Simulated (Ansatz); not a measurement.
# In3Sb3 wurtzite hole sphere (In3Sb3H12): the relaxed shape and its frontier levels

What does In3Sb3 wurtzite hole sphere (In3Sb3H12) look like as a singlet, and where do its frontier electrons sit?

Method: RKS PBE0-D4/def2-TZVP; program: Ansatz 0.2.0, Gaussian basis.

Levels to be run: relaxation at PBE-D4/def2-SVP; a single point at PBE0-D4/def2-TZVP.

1 further run of the same task is left out (set aside as unsound or not needed).

**1. The starting structure**

18 atoms, charge 0, spin multiplicity 1.

Atoms are counted from 1 here; the program's logs count them from 0.

Bond lengths: Sb1–In2 2.853 Å, Sb1–In4 2.847 Å, Sb1–H7 1.690 Å, Sb1–H8 1.708 Å, In2–Sb3 2.849 Å, In2–H9 1.723 Å, In2–H10 1.732 Å, Sb3–In6 2.852 Å, Sb3–H11 1.706 Å, Sb3–H12 1.689 Å, In4–Sb5 2.856 Å, In4–H13 1.725 Å, In4–H14 1.735 Å, Sb5–In6 2.848 Å, Sb5–H15 1.705 Å, Sb5–H16 1.689 Å, In6–H17 1.732 Å, In6–H18 1.723 Å. Angles: In2–Sb1–In4 146.1°, In2–Sb1–H7 106.6°, In2–Sb1–H8 84.7°, In4–Sb1–H7 105.4°, In4–Sb1–H8 85.1°, H7–Sb1–H8 88.8°, Sb1–In2–Sb3 93.6°, Sb1–In2–H9 109.5°, Sb1–In2–H10 111.0°, Sb3–In2–H9 110.6°, Sb3–In2–H10 111.3°, H9–In2–H10 118.2°, In2–Sb3–In6 145.9°, In2–Sb3–H11 85.1°, In2–Sb3–H12 106.4°, In6–Sb3–H11 85.0°, In6–Sb3–H12 105.8°, H11–Sb3–H12 88.5° and more.

As a file:

```xyz
18

Sb   -0.0092   -2.4013    0.3177
In   -2.7358   -1.5662    0.4179
Sb   -2.0769    1.2034    0.3150
In    2.7165   -1.5883    0.4290
Sb    2.0926    1.1960    0.3122
In    0.0143    3.1396    0.4263
H     0.0051   -3.9166   -0.4309
H    -0.0091   -1.6775   -1.2293
H    -3.5383   -2.0516   -1.0275
H    -3.4586   -1.9857    1.9352
H    -1.4645    0.8515   -1.2378
H    -3.3830    1.9779   -0.4251
H     3.5177   -2.0560   -1.0251
H     3.4419   -1.9891    1.9533
H     1.4897    0.8537   -1.2450
H     3.4082    1.9658   -0.4156
H     0.0086    3.9668    1.9484
H    -0.0192    4.0777   -1.0187
```

In, Sb take a core potential in the def2 sets. No spin-orbit coupling is included.

The start is a GFN2-xTB geometry.

**2. Optimising with PBE-D4/def2-SVP**

Contents of in.yaml:

```yaml
crystal:
  periodic: [false, false, false]
  atoms:
    - {symbol: Sb, position_ang: [-0.009250, -2.401250, 0.317660]}
    - {symbol: In, position_ang: [-2.735810, -1.566160, 0.417870]}
    - {symbol: Sb, position_ang: [-2.076870, 1.203380, 0.314950]}
    - {symbol: In, position_ang: [2.716450, -1.588290, 0.428970]}
    - {symbol: Sb, position_ang: [2.092640, 1.195950, 0.312220]}
    - {symbol: In, position_ang: [0.014320, 3.139620, 0.426340]}
    - {symbol: H, position_ang: [0.005120, -3.916590, -0.430900]}
    - {symbol: H, position_ang: [-0.009050, -1.677520, -1.229300]}
    - {symbol: H, position_ang: [-3.538320, -2.051650, -1.027490]}
    - {symbol: H, position_ang: [-3.458580, -1.985700, 1.935200]}
    - {symbol: H, position_ang: [-1.464470, 0.851480, -1.237830]}
    - {symbol: H, position_ang: [-3.383010, 1.977890, -0.425120]}
    - {symbol: H, position_ang: [3.517650, -2.055980, -1.025080]}
    - {symbol: H, position_ang: [3.441940, -1.989110, 1.953320]}
    - {symbol: H, position_ang: [1.489670, 0.853720, -1.245000]}
    - {symbol: H, position_ang: [3.408170, 1.965770, -0.415600]}
    - {symbol: H, position_ang: [0.008620, 3.966760, 1.948420]}
    - {symbol: H, position_ang: [-0.019240, 4.077660, -1.018650]}
basis:
  gaussian: {orbitals: def2-SVP}
hamiltonian: {xc: pbe, dispersion: d4}
scf: {lower_state_search: "off"}
output: {orbitals: {seedname: orbitals}}
relax: {f_tol: 0.03, max_steps: 70}
```

The run is started by

```bash
$ ansatz run in.yaml --threads 2 --pin off --events-out ev --progress --plain --max-ram 32768MiB --backend cuda --devices 0, --max-vram 18GiB
```

Output:

```text
Functional definition: PBE
  name "PBE"
  cite "Perdew, Burke & Ernzerhof, Phys. Rev. Lett. 77, 3865 (1996) doi:10.1103/PhysRevLett.77.3865"
  parent pbe
  parameter kappa = 0.804
  parameter beta = 0.06672455060314922
  exchange = pbe_x(kappa = kappa, mu = beta*pi^2/3)
  correlation = pbe_c(beta = beta)
these checks for a lower state are left out or cut short: stability, starts, cluster_reference, orbital_swaps, neighbouring_geometries, increment
2592 factors; their error is unknown
mean field evaluation 1: about -35323.7219 eV, gradient 3.1e1 eV
mean field evaluation 2: about -35321.8494 eV, gradient 3.8e1 eV
mean field evaluation 4: about -35327.2331 eV, gradient 2.2e0 eV
mean field evaluation 8: about -35327.2542 eV, gradient 1.3e-1 eV
mean field evaluation 16: about -35327.2289 eV, gradient 3.9e-4 eV
mean field -35327.22888974 eV, -1298.2517160422 hartree, gradient 2.9e-6 eV, S^2 0.000000; 0 other end points of the search recorded, 0 dependent functions left out
the calculation of the forces begins
reference -35327.22897565 eV, -1298.2517191994 hartree; 72, 72 occupied and 144, 144 virtual orbitals, 2592 factors
relax step   1: F+E_penalty+E_count = -35328.01116093 eV  Δ(F+E_penalty+E_count) = +0.000e0 eV  max|allowed force component| = 7.527e-1 eV/Å  Δτ_max = 0.0000 Å  (18 SCF iters, accepted)
these checks for a lower state are left out or cut short: stability, starts, cluster_reference, orbital_swaps, neighbouring_geometries, increment
2592 factors; their error is unknown
mean field -35327.66939994 eV, -1298.2679044934 hartree, gradient 3.0e-6 eV, S^2 0.000000; 0 other end points of the search recorded, 0 dependent functions left out
the calculation of the forces begins
reference -35327.66948582 eV, -1298.2679076495 hartree; 72, 72 occupied and 144, 144 virtual orbitals, 2592 factors
relax step   2: F+E_penalty+E_count = -35328.42575885 eV  Δ(F+E_penalty+E_count) = -4.146e-1 eV  max|allowed force component| = 1.750e-1 eV/Å  Δτ_max = 0.1948 Å  (18 SCF iters, accepted)
these checks for a lower state are left out or cut short: stability, starts, cluster_reference, orbital_swaps, neighbouring_geometries, increment
2592 factors; their error is unknown
mean field evaluation 32: about -35327.7616 eV, gradient 5.3e-4 eV
mean field -35327.76155245 eV, -1298.2712910356 hartree, gradient 1.5e-6 eV, S^2 0.000000; 0 other end points of the search recorded, 0 dependent functions left out
the calculation of the forces begins
reference -35327.76163836 eV, -1298.2712941930 hartree; 72, 72 occupied and 144, 144 virtual orbitals, 2592 factors
relax step   3: F+E_penalty+E_count = -35328.53477725 eV  Δ(F+E_penalty+E_count) = -1.090e-1 eV  max|allowed force component| = 2.186e-1 eV/Å  Δτ_max = 0.2000 Å  (17 SCF iters, accepted)
these checks for a lower state are left out or cut short: stability, starts, cluster_reference, orbital_swaps, neighbouring_geometries, increment
2592 factors; their error is unknown
mean field -35327.85743880 eV, -1298.2748147939 hartree, gradient 1.4e-6 eV, S^2 0.000000; 0 other end points of the search recorded, 0 dependent functions left out
the calculation of the forces begins
reference -35327.85752503 eV, -1298.2748179628 hartree; 72, 72 occupied and 144, 144 virtual orbitals, 2592 factors
relax step   4: F+E_penalty+E_count = -35328.62071887 eV  Δ(F+E_penalty+E_count) = -8.594e-2 eV  max|allowed force component| = 8.377e-2 eV/Å  Δτ_max = 0.1994 Å  (17 SCF iters, accepted)
these checks for a lower state are left out or cut short: stability, starts, cluster_reference, orbital_swaps, neighbouring_geometries, increment
2592 factors; their error is unknown
mean field -35327.92643909 eV, -1298.2773505081 hartree, gradient 1.6e-6 eV, S^2 0.000000; 0 other end points of the search recorded, 0 dependent functions left out
the calculation of the forces begins
reference -35327.92652620 eV, -1298.2773537091 hartree; 72, 72 occupied and 144, 144 virtual orbitals, 2592 factors
relax step   5: F+E_penalty+E_count = -35328.67937040 eV  Δ(F+E_penalty+E_count) = -5.865e-2 eV  max|allowed force component| = 1.151e-1 eV/Å  Δτ_max = 0.2000 Å  (17 SCF iters, accepted)
these checks for a lower state are left out or cut short: stability, starts, cluster_reference, orbital_swaps, neighbouring_geometries, increment
2592 factors; their error is unknown
mean field -35327.96302985 eV, -1298.2786951938 hartree, gradient 1.2e-6 eV, S^2 0.000000; 0 other end points of the search recorded, 0 dependent functions left out
the calculation of the forces begins
reference -35327.96311775 eV, -1298.2786984240 hartree; 72, 72 occupied and 144, 144 virtual orbitals, 2592 factors
relax step   6: F+E_penalty+E_count = -35328.71194601 eV  Δ(F+E_penalty+E_count) = -3.258e-2 eV  max|allowed force component| = 5.585e-2 eV/Å  Δτ_max = 0.1450 Å  (17 SCF iters, accepted)
these checks for a lower state are left out or cut short: stability, starts, cluster_reference, orbital_swaps, neighbouring_geometries, increment
2592 factors; their error is unknown
mean field -35327.98065336 eV, -1298.2793428457 hartree, gradient 1.2e-6 eV, S^2 0.000000; 0 other end points of the search recorded, 0 dependent functions left out
the calculation of the forces begins
reference -35327.98074204 eV, -1298.2793461046 hartree; 72, 72 occupied and 144, 144 virtual orbitals, 2592 factors
relax step   7: F+E_penalty+E_count = -35328.72344334 eV  Δ(F+E_penalty+E_count) = -1.150e-2 eV  max|allowed force component| = 1.439e-1 eV/Å  Δτ_max = 0.1950 Å  (17 SCF iters, accepted)
these checks for a lower state are left out or cut short: stability, starts, cluster_reference, orbital_swaps, neighbouring_geometries, increment
2592 factors; their error is unknown
mean field evaluation 64: about -35327.9290 eV, gradient 4.1e0 eV
mean field -35327.99403995 eV, -1298.2798347936 hartree, gradient 1.3e-6 eV, S^2 0.000000; 0 other end points of the search recorded, 0 dependent functions left out
the calculation of the forces begins
reference -35327.99412915 eV, -1298.2798380718 hartree; 72, 72 occupied and 144, 144 virtual orbitals, 2592 factors
relax step   8: F+E_penalty+E_count = -35328.73471341 eV  Δ(F+E_penalty+E_count) = -1.127e-2 eV  max|allowed force component| = 1.842e-1 eV/Å  Δτ_max = 0.1351 Å  (17 SCF iters, accepted)
these checks for a lower state are left out or cut short: stability, starts, cluster_reference, orbital_swaps, neighbouring_geometries, increment
2592 factors; their error is unknown
mean field -35327.99968692 eV, -1298.2800423162 hartree, gradient 9.2e-7 eV, S^2 0.000000; 0 other end points of the search recorded, 0 dependent functions left out
the calculation of the forces begins
reference -35327.99977612 eV, -1298.2800455941 hartree; 72, 72 occupied and 144, 144 virtual orbitals, 2592 factors
relax step   9: F+E_penalty+E_count = -35328.74038498 eV  Δ(F+E_penalty+E_count) = -5.672e-3 eV  max|allowed force component| = 8.115e-2 eV/Å  Δτ_max = 0.0279 Å  (20 SCF iters, accepted)
these checks for a lower state are left out or cut short: stability, starts, cluster_reference, orbital_swaps, neighbouring_geometries, increment
2592 factors; their error is unknown
mean field -35328.00500978 eV, -1298.2802379277 hartree, gradient 8.9e-7 eV, S^2 0.000000; 0 other end points of the search recorded, 0 dependent functions left out
the calculation of the forces begins
reference -35328.00509907 eV, -1298.2802412089 hartree; 72, 72 occupied and 144, 144 virtual orbitals, 2592 factors
relax step  10: F+E_penalty+E_count = -35328.74385077 eV  Δ(F+E_penalty+E_count) = -3.466e-3 eV  max|allowed force component| = 5.338e-3 eV/Å  Δτ_max = 0.0750 Å  (19 SCF iters, accepted)
these checks for a lower state are left out or cut short: stability, starts, cluster_reference, orbital_swaps, neighbouring_geometries, increment
2592 factors; their error is unknown
mean field -35328.01144966 eV, -1298.2804745886 hartree, gradient 9.5e-7 eV, S^2 0.000000; 0 other end points of the search recorded, 0 dependent functions left out
the calculation of the forces begins
reference -35328.01153887 eV, -1298.2804778673 hartree; 72, 72 occupied and 144, 144 virtual orbitals, 2592 factors
relax step  11: F+E_penalty+E_count = -35328.74521144 eV  Δ(F+E_penalty+E_count) = -1.361e-3 eV  max|allowed force component| = 4.701e-2 eV/Å  Δτ_max = 0.1147 Å  (18 SCF iters, accepted)
these checks for a lower state are left out or cut short: stability, starts, cluster_reference, orbital_swaps, neighbouring_geometries, increment
2592 factors; their error is unknown
mean field evaluation 96: about -35328.0114 eV, gradient 4.1e-4 eV
mean field -35328.01143295 eV, -1298.2804739748 hartree, gradient 9.3e-7 eV, S^2 0.000000; 0 other end points of the search recorded, 0 dependent functions left out
the calculation of the forces begins
reference -35328.01152217 eV, -1298.2804772534 hartree; 72, 72 occupied and 144, 144 virtual orbitals, 2592 factors
relax step  12: F+E_penalty+E_count = -35328.74560770 eV  Δ(F+E_penalty+E_count) = -3.963e-4 eV  max|allowed force component| = 2.996e-2 eV/Å  Δτ_max = 0.0249 Å  (19 SCF iters, accepted)
Total energy: -35328.74569692 eV, -1298.3074576778 hartree
Atom 0 at    -0.002862    -2.455435    -0.208689 Å, force    -0.005827    -0.011294    -0.018055 eV/Å
Atom 1 at    -2.674704    -1.538570     0.504790 Å, force     0.009640     0.006977     0.015562 eV/Å
Atom 2 at    -2.123404     1.232078    -0.207569 Å, force    -0.015643     0.008623    -0.023597 eV/Å
Atom 3 at     2.669562    -1.547329     0.511463 Å, force    -0.006695    -0.001773     0.017190 eV/Å
Atom 4 at     2.129569     1.223776    -0.203766 Å, force     0.014131     0.018219    -0.021786 eV/Å
Atom 5 at     0.006016     3.085004     0.513654 Å, force    -0.005128    -0.011380     0.019704 eV/Å
Atom 6 at    -0.007884    -4.158993     0.031569 Å, force     0.001937    -0.000981     0.005005 eV/Å
Atom 7 at    -0.001037    -2.567397    -1.926119 Å, force    -0.000207     0.005284     0.015626 eV/Å
Atom 8 at    -3.782955    -2.174415    -0.666645 Å, force    -0.011426    -0.007757    -0.015620 eV/Å
Atom 9 at    -2.728508    -1.569130     2.239514 Å, force    -0.000082    -0.000781    -0.004525 eV/Å
Atom 10 at    -2.217783     1.291729    -1.925495 Å, force     0.003944    -0.004479     0.021482 eV/Å
Atom 11 at    -3.598654     2.085283     0.032040 Å, force     0.005920    -0.001955     0.004179 eV/Å
Atom 12 at     3.777682    -2.189342    -0.657102 Å, force     0.010939    -0.004785    -0.013120 eV/Å
Atom 13 at     2.716624    -1.579444     2.246460 Å, force     0.001994     0.001213    -0.006135 eV/Å
Atom 14 at     2.224008     1.281102    -1.922250 Å, force     0.002367    -0.000835     0.029956 eV/Å
Atom 15 at     3.606354     2.073925     0.041710 Å, force    -0.011741    -0.007880    -0.005323 eV/Å
Atom 16 at     0.001212     3.139330     2.248742 Å, force     0.002979     0.001490    -0.005317 eV/Å
Atom 17 at     0.006744     4.367807    -0.652325 Å, force     0.002900     0.012094    -0.015224 eV/Å
Dipole moment:     0.004092     0.000204    -0.146129 e Å
Checks for a lower state left out: stability, starts, cluster_reference, orbital_swaps, neighbouring_geometries, increment
```

It took 35 s on 1 × H100 (card shared with other runs) with 2 threads of AMD EPYC 7R13, shared host; peak host memory 0.89 GiB.

Relaxation path:

```csv
step,energy from step 1 (eV),largest force component (eV/Å)
1,0.0000,0.7527
2,-0.4146,0.1750
3,-0.5236,0.2186
4,-0.6096,0.0838
5,-0.6682,0.1151
6,-0.7008,0.0559
7,-0.7123,0.1439
8,-0.7236,0.1842
9,-0.7292,0.0811
10,-0.7327,0.0053
11,-0.7340,0.0470
12,-0.7344,0.0300
```

The force was under the threshold of 0.03 eV/Å already at step 10, but the program went on to step 12.

Close pairs (by a distance rule), those that changed most:

| bond | before (Å) | after (Å) | change (Å) |
| --- | --- | --- | --- |
| Sb1–In4 | 2.847 | 2.913 | +0.066 |
| Sb5–In6 | 2.848 | 2.913 | +0.066 |
| In2–Sb3 | 2.849 | 2.913 | +0.065 |
| Sb3–In6 | 2.852 | 2.913 | +0.061 |
| Sb1–In2 | 2.853 | 2.913 | +0.060 |
| In4–Sb5 | 2.856 | 2.912 | +0.057 |
| Sb5–H16 | 1.689 | 1.722 | +0.033 |
| Sb3–H12 | 1.689 | 1.721 | +0.032 |

Bonds by kind at the end (by distance):

```csv
bond,count,shortest (Å),longest (Å)
In–Sb,6,2.912,2.913
H–Sb,6,1.720,1.722
H–In,6,1.733,1.736
```

**3. Single point, PBE0-D4/def2-TZVP**

start.molden holds the orbitals of an earlier run on this state, given as this run's starting guess.

Contents of in.yaml:

```yaml
crystal:
  periodic: [false, false, false]
  atoms:
    - {symbol: Sb, position_ang: [-0.002862, -2.455435, -0.208689]}
    - {symbol: In, position_ang: [-2.674704, -1.538570, 0.504790]}
    - {symbol: Sb, position_ang: [-2.123404, 1.232078, -0.207569]}
    - {symbol: In, position_ang: [2.669562, -1.547329, 0.511463]}
    - {symbol: Sb, position_ang: [2.129569, 1.223776, -0.203766]}
    - {symbol: In, position_ang: [0.006016, 3.085004, 0.513654]}
    - {symbol: H, position_ang: [-0.007884, -4.158993, 0.031569]}
    - {symbol: H, position_ang: [-0.001037, -2.567397, -1.926119]}
    - {symbol: H, position_ang: [-3.782955, -2.174415, -0.666645]}
    - {symbol: H, position_ang: [-2.728508, -1.569130, 2.239514]}
    - {symbol: H, position_ang: [-2.217783, 1.291729, -1.925495]}
    - {symbol: H, position_ang: [-3.598654, 2.085283, 0.032040]}
    - {symbol: H, position_ang: [3.777682, -2.189342, -0.657102]}
    - {symbol: H, position_ang: [2.716624, -1.579444, 2.246460]}
    - {symbol: H, position_ang: [2.224008, 1.281102, -1.922250]}
    - {symbol: H, position_ang: [3.606354, 2.073925, 0.041710]}
    - {symbol: H, position_ang: [0.001212, 3.139330, 2.248742]}
    - {symbol: H, position_ang: [0.006744, 4.367807, -0.652325]}
basis:
  gaussian: {orbitals: def2-TZVP, initial_orbitals: start.molden}
hamiltonian: {xc: pbe0, dispersion: d4}
scf: {omitted_lower_state_checks: [starts]}
output: {orbitals: {seedname: orbitals}}
```

Same command.

Output:

```text
Functional definition: PBE0
  name "PBE0"
  cite "Adamo & Barone, J. Chem. Phys. 110, 6158 (1999) doi:10.1063/1.478522"
  cite "Perdew, Burke & Ernzerhof, Phys. Rev. Lett. 77, 3865 (1996) doi:10.1103/PhysRevLett.77.3865"
  parent pbe
  parameter a = 0.25
  parameter kappa = 0.804
  parameter beta = 0.06672455060314922
  exchange = (1 - a)*pbe_x(kappa = kappa, mu = beta*pi^2/3) + a*exact_x
  correlation = pbe_c(beta = beta)
these checks for a lower state are left out or cut short: starts
3294 factors; their error is unknown
mean field evaluation 1: about -35329.3409 eV, gradient 3.9e1 eV
mean field evaluation 2: about -35330.3202 eV, gradient 1.3e0 eV
mean field evaluation 4: about -35330.9445 eV, gradient 8.0e-1 eV
mean field evaluation 8: about -35330.9451 eV, gradient 6.5e-6 eV
mean field -35330.94506962 eV, -1298.3882831340 hartree, gradient 6.5e-6 eV, S^2 0.000000; 0 other end points of the search recorded, 0 dependent functions left out
reference -35330.94514988 eV, -1298.3882860832 hartree; 72, 72 occupied and 300, 300 virtual orbitals, 3294 factors
Total energy: -35331.60537025 eV, -1298.4125487343 hartree
Checks for a lower state left out: starts
```

Wall time 9 s (1 × H100 (card shared with other runs) with 2 threads of AMD EPYC 7R13, shared host); peak host memory 0.97 GiB.

Report: HOMO -7.09 eV, LUMO -1.57 eV.

Mulliken charges, from this run's orbitals:

Sb1 -0.14; In2 0.26; Sb3 -0.14; In4 0.26; Sb5 -0.14; In6 0.26; H7 0.02; H8 0.02; H9 -0.08; H10 -0.08; H11 0.02; H12 0.02; H13 -0.08; H14 -0.08; H15 0.02; H16 0.02; H17 -0.08; H18 -0.08

Largest Mayer bond orders: Sb1–H8 0.94; Sb3–H11 0.94; Sb5–H15 0.94; Sb1–H7 0.94; Sb3–H12 0.94; Sb5–H16 0.94; In2–H10 0.92; In4–H14 0.92; In6–H17 0.92; In2–H9 0.92.

**4. Results**

```
                       quantity                            value
                    point group                              C3v
 commonest bond, hydrogen aside  In–Sb, 6 of mean length 2.913 Å
HOMO, LUMO at PBE0-D4/def2-TZVP                  -7.09, -1.57 eV
      dipole at PBE-D4/def2-SVP                           0.70 D
```

**Reading.** The molecule keeps its bonding pattern by the stored test; the atoms moved 0.68 Å (rms), and the angle In2–Sb1–H8 went from 85° to 105°. No usable vibrations, so a minimum isn't proven. Whether this spin is the lowest isn't tested here.
